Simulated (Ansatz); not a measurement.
# Cd (hcp type): a relaxation

The task is a relaxation on Cd (hcp type). The structure is shown as the input types it.

Method: DFT, LDA, PAW with Ansatz's default frozen-core files, scalar-relativistic, in Ansatz 0.2.0.

1 further run of the same task is left out (set aside as unsound or not needed). Runs told in other sessions of the task aren't counted.

### Step 1. The starting structure

Symmetry: P6_3/mmc, No. 194, hexagonal system. Conventional cell: a = 1.569 Å, b = 1.569 Å, c = 2.880 Å, α = 90.00°, β = 90.00°, γ = 120.00°. Around Cd (site symmetry -6m2) lie 12 Cd at 1.57 to 1.70 Å.

Coordinates:

```cif
data_structure
_symmetry_space_group_name_H-M 'P 1'
_symmetry_Int_Tables_number 1
_cell_length_a 1.5694
_cell_length_b 1.5694
_cell_length_c 2.8796
_cell_angle_alpha 90.000
_cell_angle_beta 90.000
_cell_angle_gamma 120.000
_cell_volume 6.14
loop_
_atom_site_label
_atom_site_type_symbol
_atom_site_fract_x
_atom_site_fract_y
_atom_site_fract_z
_atom_site_occupancy
Cd1 Cd 0.33333 0.66667 0.25000 1
Cd2 Cd 0.66667 0.33333 0.75000 1
```

### Step 2. The run

input.yaml reads:

```yaml
crystal:
  lattice:
    - [1.56937256, 0.0, 0.0]
    - [-0.78468628, 1.3591165, 0.0]
    - [0.0, 0.0, 2.8796237]
  atoms:
    - { symbol: Cd, position: [0.3333333333, 0.6666666667, 0.25] }
    - { symbol: Cd, position: [0.6666666667, 0.3333333333, 0.75] }
kpoints:
  mp_grid: { grid: [16, 16, 9] }
scf:
  occupations: { method: fermi_dirac, width: 0.1 }
  max_iter: 100
hamiltonian:
  xc: lda
  pseudopotentials: { kind: paw }
output:
  forces: true
  stress: true
relax:
  f_tol: 0.005
  max_steps: 30
  cell: { stress_tol: 0.64, fix: [volume] }
```

Launch:

```bash
$ ansatz run input.yaml --threads 1 --pin off --max-ram 2048MiB --backend cpu --events-out ev --progress --plain --runs-dir out
```

**Question.** How will this run end, and is anything wrong with its input?

The program finished normally. It gives a pressure of 12482 GPa, which is large; a structure far from rest gives such values too, whatever the setting.

The structure was scaled down until the atoms press into each other. The shortest distance in the input is 1.57 Å.

Fix: restore the intended size.
